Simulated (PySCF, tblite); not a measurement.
# CH4BO3 radical: geometry, infrared bands and EPR parameters

What infrared bands and EPR parameters should CH4BO3 radical (`[O]CB(O)O`) show?

Computed with tblite 0.8.0 and PySCF 2.14.0, with density-fitted response routines of our own, on a single molecule in the gas phase. Atoms count from 0, in the outputs and in this text.

**1. Starting geometry**

9 atoms, charge 0, multiplicity 2; geometry from: force field or distance geometry start.

Bonds of the start (Å): O0–C1 1.40, C1–B2 1.57, B2–O3 1.45, B2–O4 1.46, C1–H5 1.13, C1–H6 1.12, O3–H7 1.01, O4–H8 0.99.

**2. Geometry optimisation with GFN2-xTB**

The job: settings as JSON, then the geometry in Å.

```
{"job": {"kind": "relax", "xc": "GFN2-xTB", "basis": "xTB"}, "charge": 0, "multiplicity": 2}
O      1.245500    -0.814700    -1.479300
C      1.010300    -0.345500    -0.182900
B     -0.439200     0.219000     0.022600
O     -1.544100    -0.662800    -0.314200
O     -0.582500     1.483800     0.728900
H      1.083600    -1.226800     0.512900
H      1.792700     0.387700     0.143400
H     -1.783300    -1.206500     0.499400
H     -0.769400     2.171800     0.044100
```

On the command line:

```sh
$ OMP_NUM_THREADS=1 python probes_run.py task.json out
```

One launch serves the whole session: the jobs run in the order shown.

The program printed:

```text
step      E/eV     max force
  0    -477.35337    3.607
  1    -477.91229    2.073
  2    -478.07967    0.950
  3    -478.11179    0.766
  4    -478.15366    0.509
  5    -478.18221    0.550
  6    -478.19773    0.444
  7    -478.22909    0.722
  8    -478.27682    1.108
  9    -478.34213    1.441
 10    -478.47269    1.464
 11    -478.54283    1.067
 12    -478.52022    2.598
 13    -478.65937    0.940
 14    -478.72170    0.830
 15    -478.80678    1.556
 16    -478.87275    0.676
 17    -478.89818    0.464
 18    -478.93262    0.749
 19    -478.95560    0.563
 20    -478.98441    0.291
 21    -478.98960    0.290
 22    -479.00104    0.320
 23    -479.01052    0.329
 24    -479.01938    0.309
 25    -479.02736    0.253
 26    -479.03424    0.223
 27    -479.03838    0.195
 28    -479.04067    0.176
 29    -479.04216    0.116
 30    -479.04317    0.118
 31    -479.04383    0.078
 32    -479.04435    0.066
 33    -479.04497    0.077
 34    -479.04574    0.110
 35    -479.04653    0.106
 36    -479.04712    0.066
 37    -479.04753    0.049
 38    -479.04788    0.063
 39    -479.04833    0.086
 40    -479.04904    0.092
 41    -479.05002    0.102
 42    -479.05108    0.110
 43    -479.05200    0.086
 44    -479.05280    0.093
 45    -479.05375    0.107
 46    -479.05502    0.105
 47    -479.05661    0.136
 48    -479.05890    0.157
 49    -479.06300    0.254
 50    -479.06992    0.347
 51    -479.07836    0.579
 52    -479.05298    0.697
 53    -479.09554    0.493
 54    -479.09940    0.180
 55    -479.10417    0.262
 56    -479.10967    0.633
 57    -479.11454    0.368
 58    -479.12199    0.125
 59    -479.12809    0.567
 60    -479.13433    0.170
 61    -479.13753    0.104
 62    -479.13921    0.362
 63    -479.14124    0.121
 64    -479.14243    0.082
 65    -479.14397    0.106
 66    -479.14453    0.085
 67    -479.14535    0.085
 68    -479.14598    0.089
 69    -479.14663    0.094
 70    -479.14724    0.055
 71    -479.14767    0.049
 72    -479.14790    0.063
 73    -479.14808    0.066
 74    -479.14824    0.068
 75    -479.14848    0.065
 76    -479.14887    0.061
 77    -479.14939    0.049
 78    -479.14979    0.040
 79    -479.14995    0.030
 80    -479.14985    0.067
 81    -479.15000    0.019
 82    -479.15001    0.006
```

Run time: 0.29 s. Hardware: 1 thread of Arm Neoverse V1, shared host.

Step by step: (not every step is listed)

```csv
step,energy from step 0 (eV),largest force (eV/Å)
0,0.0000,3.6068
1,-0.5589,2.0726
2,-0.7263,0.9499
3,-0.7584,0.7663
4,-0.8003,0.5089
5,-0.8288,0.5503
6,-0.8444,0.4441
7,-0.8757,0.7222
8,-0.9235,1.1080
14,-1.3683,0.8297
20,-1.6310,0.2909
26,-1.6809,0.2233
32,-1.6910,0.0665
38,-1.6945,0.0632
44,-1.6994,0.0934
50,-1.7166,0.3469
56,-1.7563,0.6334
62,-1.7858,0.3621
68,-1.7926,0.0892
74,-1.7949,0.0680
77,-1.7960,0.0494
78,-1.7964,0.0400
79,-1.7966,0.0298
80,-1.7965,0.0668
81,-1.7966,0.0191
82,-1.7966,0.0062
```

Close pairs (by a distance rule), those that changed most:

```csv
bond,before (Å),after (Å),change (Å)
B2–O4,1.456,1.331,-0.125
B2–O3,1.453,1.331,-0.123
C1–B2,1.569,1.690,+0.121
O0–C1,1.399,1.302,-0.097
O3–H7,1.007,0.961,-0.046
O4–H8,0.989,0.960,-0.029
C1–H5,1.125,1.108,-0.017
C1–H6,1.121,1.108,-0.012
```

The end geometry stands in the next job.

**3. Vibrational analysis with GFN2-xTB**

The job: settings as JSON, then the geometry in Å.

```
{"job": {"kind": "ir", "xc": "GFN2-xTB", "basis": "xTB"}, "charge": 0, "multiplicity": 2}
O      0.809605    -1.635653    -0.677426
C      1.047334    -0.494861    -0.097636
B     -0.414955     0.329274     0.096884
O     -1.536892    -0.242496    -0.333017
O     -0.351148     1.522364     0.682354
H      1.429749    -0.566291     0.940159
H      1.654259     0.216996    -0.692077
H     -1.440106    -1.108647    -0.738333
H     -1.184285     1.985308     0.793911
```

The program printed:

```text
mode    cm-1     km/mol
  1      50.2     19.25
  2     202.3     22.64
  3     334.8      4.12
  4     390.1      0.21
  5     423.9     46.88
  6     547.2    136.14
  7     614.3     39.49
  8     620.4    178.32
  9     677.5    156.99
 10     917.9    152.89
 11     948.2    182.82
 12    1114.8    246.35
 13    1186.1    282.82
 14    1192.7     16.48
 15    1297.0      3.56
 16    1401.8    496.12
 17    1447.9      8.21
 18    2721.2     99.61
 19    2748.1     34.25
 20    3546.2     56.76
 21    3571.8     28.33
```

It took 0.13 s on 1 thread of Arm Neoverse V1, shared host.

The strongest bands and the atoms that carry them (share of the mass-weighted mode):

```csv
cm⁻¹,km/mol,atoms
547,136.1,"H8 75 %, O4 12 %"
620,178.3,H7 89 %
678,157.0,"B2 32 %, H5 21 %, H6 21 %, C1 19 %"
918,152.9,"H8 59 %, O4 26 %, O3 14 %"
948,182.8,"H7 77 %, O4 10 %, O3 10 %"
1115,246.3,"H6 24 %, H5 24 %, C1 21 %, B2 13 %"
1186,282.8,"B2 40 %, H6 13 %, O3 13 %, H5 11 %"
1402,496.1,"B2 70 %, O4 13 %, O3 10 %"
```

**4. EPR parameters: B3LYP/pcH-1**

Same as in step 3 but for these lines:

```diff
@@ -1,2 +1,2 @@
-{"job": {"kind": "ir", "xc": "GFN2-xTB", "basis": "xTB"}, "charge": 0, "multiplicity": 2}
+{"job": {"kind": "epr", "basis": "pcH-1"}, "charge": 0, "multiplicity": 2}
 O      0.809605    -1.635653    -0.677426
```

With the program's defaults for keys left out, this is: UKS B3LYP, pcH-1 on B C H O, non-relativistic, mean-field spin-orbit, GIAO.

The program printed:

```text
UKS, coarse grid
  cycle   1  E = -290.86191002  |g| = 8.08e-01
  cycle   2  E = -290.40855080  |g| = 1.38e+00
  cycle   3  E = -291.09653808  |g| = 1.30e-01
  cycle   4  E = -291.10042208  |g| = 1.10e-01
  cycle   5  E = -291.10473119  |g| = 2.27e-02
  cycle   6  E = -291.10498029  |g| = 9.58e-03
  cycle   7  E = -291.10503485  |g| = 3.06e-03
  cycle   8  E = -291.10503983  |g| = 7.64e-04
UKS, final grid
  cycle   1  E = -291.10503152  |g| = 9.93e-04
  cycle   2  E = -291.10503103  |g| = 1.56e-03
  cycle   3  E = -291.10503190  |g| = 1.74e-04
  cycle   4  E = -291.10503191  |g| = 2.75e-05
  cycle   5  E = -291.10503191  |g| = 2.00e-05
E = -291.10503191 Eh   <S^2> = 0.7540 (exact 0.7500)
g shifts (ppm)      1          2          3
  rmc          -271       -271       -271
  gc             -8         31         45
  oz_so         -86       6130      30982
  total        -366       5890      30755
hyperfine (MHz)  atom isotope    a_iso     a_fc   dipolar eigenvalues
    0   17O     -45.99     -45.99   -229.57    114.46    115.11
    1   13C     -35.72     -35.72    -13.42     -2.89     16.30
    2   11B     183.01     183.01    -12.37    -12.30     24.67
    3   17O       1.50       1.50     -4.50      2.02      2.48
    4   17O     -31.06     -31.06     -2.87      0.77      2.10
    5    1H      71.03      71.03     -6.36     -5.63     11.99
    6    1H      71.72      71.72     -6.36     -5.64     12.00
    7    1H       2.83       2.83     -7.52     -4.75     12.27
    8    1H      22.56      22.56     -1.93     -1.62      3.55
```

Run time: 18 s. Hardware: 1 thread of Arm Neoverse V1, shared host; peak memory 0.58 GiB.

Principal g values 2.00195, 2.00821, 2.03307; g(iso) = 2.01441, against 2.00232 for a free electron. They are not to be trusted: the run shows nearly degenerate orbitals, where second-order g theory doesn't apply.

Hyperfine couplings; where a row names several nuclei, a(iso) is their mean (it holds for fast rotation or exchange) and the dipolar term the largest among them:

```csv
nuclei,isotope,a(iso) (MHz),"a(iso) (G, at g = 2.0023)",largest dipolar term (MHz)
B2,11B,183.0,65.3,24.7
"H5, H6",1H,71.4,25.5,12.0
O0,17O,-46.0,-16.4,-229.6
C1,13C,-35.7,-12.7,16.3
"O3, O4",17O,-14.8,-5.3,-4.5
"H7, H8",1H,12.7,4.5,12.3
```

Mulliken spin populations:

```csv
atom,value (e)
O0,0.75
C1,0.01
B2,0.17
O3,0.00
O4,0.00
H5,0.03
H6,0.03
H7,0.00
H8,0.01
```

Orbitals, density, ELF and potential are computed afterwards from the orbital file.

ELF in a plane through or near 7 of the atoms.

Ten even steps from ' ' (0.00) to '@' (0.99):
```
                                                        
                                                        
                                                        
                                                        
                                ..::..                  
                              ::++**++::..              
                ..::::::..    ==%%@@%%**--::..          
              ..--++**==--..  ==##--==%%%%##**::        
              ..--++--::++**--++%%----@@@@@@%%++        
            ..::========##@@--..==%%####@@%%%%--        
          ::++##**##%%++##**..++..::..  ......          
          --**%%--::**::..::++%%%%**--                  
          --**%%%%%%##::  --**==--%%%%++::              
          ..--**####++  ..%%@@**--%%%%**==              
              ......    ==@@@@##******==::              
                        --####==::..::..                
                          ::::                          
                                                        
                                                        
                                                        
```
The map spans 9.9 Å across and 9.1 Å up, centred on the molecule. Atoms in the plane (x, y in Å): O0 (-1.8, -0.7), C1 (-1.1, 0.4), B2 (0.5, -0.1), O3 (0.9, -1.3), O4 (1.4, 0.9), H7 (0.1, -2.0), H8 (2.3, 0.7).

log10 of the density (e/Å³) in the same plane.

Values, 10 rows by 14 columns:
```
-4.0 -4.0 -4.0 -4.0 -4.0 -4.0 -4.0 -4.0 -4.0 -4.0 -4.0 -4.0 -4.0 -4.0
-4.0 -4.0 -4.0 -4.0 -4.0 -4.0 -4.0 -4.0 -4.0 -4.0 -4.0 -4.0 -4.0 -4.0
-4.0 -4.0 -4.0 -3.4 -2.8 -2.6 -2.8 -2.8 -2.1 -2.0 -2.5 -3.6 -4.0 -4.0
-4.0 -4.0 -3.3 -2.3 -1.4 -0.9 -1.2 -1.4 -0.3  0.1 -0.8 -1.9 -3.3 -4.0
-4.0 -4.0 -2.8 -1.7 -0.6  0.3  0.0 -0.4  0.4  0.9  0.3 -1.1 -2.8 -4.0
-4.0 -4.0 -2.1 -0.7  0.5  0.4 -0.2  0.0  0.2 -0.7 -1.3 -2.1 -3.4 -4.0
-4.0 -4.0 -2.2 -0.8  0.4  0.0 -1.0  0.0  2.4 -0.1 -1.5 -2.9 -4.0 -4.0
-4.0 -4.0 -3.5 -2.2 -1.7 -1.7 -1.2 -0.1 -0.3 -0.8 -1.9 -3.5 -4.0 -4.0
-4.0 -4.0 -4.0 -4.0 -3.8 -3.4 -2.5 -1.9 -2.1 -2.4 -3.4 -4.0 -4.0 -4.0
-4.0 -4.0 -4.0 -4.0 -4.0 -4.0 -4.0 -4.0 -4.0 -4.0 -4.0 -4.0 -4.0 -4.0
```
The map spans 9.9 Å across and 9.1 Å up, centred on the molecule. Atoms in the plane (x, y in Å): O0 (-1.8, -0.7), C1 (-1.1, 0.4), B2 (0.5, -0.1), O3 (0.9, -1.3), O4 (1.4, 0.9), H7 (0.1, -2.0), H8 (2.3, 0.7).

On the surface of density 0.002 e/bohr³ the electrostatic potential runs, from the 1st to the 99th percentile, from -1.44 V near O0 to 2.65 V near H8.

The spin density lies nearest to O0 67 %; B2 14 %; C1 8 %.

**5. Outcome**

| quantity | value |
| --- | --- |
| strongest single infrared mode (GFN2-xTB) | 1402 cm⁻¹, 496 km/mol |
| zero-point energy (GFN2-xTB) | 37.1 kcal/mol |
| g(iso) (B3LYP) | 2.01441 |
| ⟨S²⟩ | 0.754 (exact 0.75) |
| largest a(iso) (averaged by class) | 11B on B2, 183.0 MHz |
| potential on the surface of density 0.002 e/bohr³, 1st and 99th percentile | -1.44 V and 2.65 V |
| property runs in this session | 1, of which 0 failed and 1 gave unsound results |

What this shows: The optimisation took 82 steps and gained 1.797 eV; among the close pairs (by a distance rule), B2–O4 changed most, from 1.456 to 1.331 Å. All 21 modes are real, so the xTB geometry is a minimum. The strongest single mode, at 1402 cm⁻¹, moves mainly B2. GFN2-xTB is a fitted tight-binding method: band positions and strengths are rough. Its intensities can rank the bands wrongly. Most of the unpaired spin sits on O0 (0.75 e). The isotropic g lies 12.1 ppt above the free-electron value. These values are not to be trusted: the run shows nearly degenerate orbitals, where second-order g theory doesn't apply. The conformer search (at its own cheap level) found a structure 25.1 kcal/mol lower, too far down for a turn about a bond: it may have other bonds, so these spectra needn't be the molecule's.
